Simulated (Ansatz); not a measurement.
# TeF: the cost of one run

Program: Ansatz 0.2.0. Level of theory: DFT PBE, scalar-relativistic, plane waves, PAW. These are calculated values, not measurements.

2 further runs of the same task are left out: 1 that didn't finish, 1 set aside as unsound or not needed.

## (1) The structure to begin with

The structure is cubic, space group Pm-3m (No. 221). The conventional cell has a = 3.696 Å, b = 3.696 Å, c = 3.696 Å, α = 90.00°, β = 90.00°, γ = 90.00°. Around Te (site symmetry m-3m) lie 8 F at 3.20 Å. Around F (site symmetry m-3m) lie 8 Te at 3.20 Å.

As a file:

```
CELL_PARAMETERS angstrom
3.69602 0.00000 0.00000
0.00000 3.69602 0.00000
0.00000 0.00000 3.69602
ATOMIC_POSITIONS crystal
Te 0.00000 0.00000 0.00000
F 0.50000 0.50000 0.50000
```

The cell is invented: species swapped into a database cell of RbAu (Pm-3m, No. 221), with F on the Rb sites and Te on the Au sites. Lengths come from tabulated atomic sizes and are only a guess.

## (2) The guess as it stands, on a coarse mesh

Contents of input.yaml:

```yaml
crystal:
  lattice:
    - [3.69602138, 0.0, 0.0]
    - [0.0, 3.69602138, 0.0]
    - [0.0, 0.0, 3.69602138]
  atoms:
    - { symbol: Te, position: [0.0, 0.0, 0.0] }
    - { symbol: F, position: [0.5, 0.5, 0.5] }
basis:
  ecutwfc: 420
kpoints:
  mp_grid: { grid: [6, 6, 6] }
hamiltonian:
  xc: pbe
scf:
  occupations: { method: gaussian, width: 0.1 }
  lower_state_search: "off"
output:
  forces: true
  stress: true
  eigenvalues: true
```

Launch:

```sh
$ ansatz run input.yaml --threads 1 --pin off --max-ram 2560MiB --backend cpu --events-out ev --progress --plain --runs-dir out
```

What time and memory should one allow on 1 thread of Arm Neoverse V2, shared host?

About 1.1 s, with a peak of 0.28 GiB.
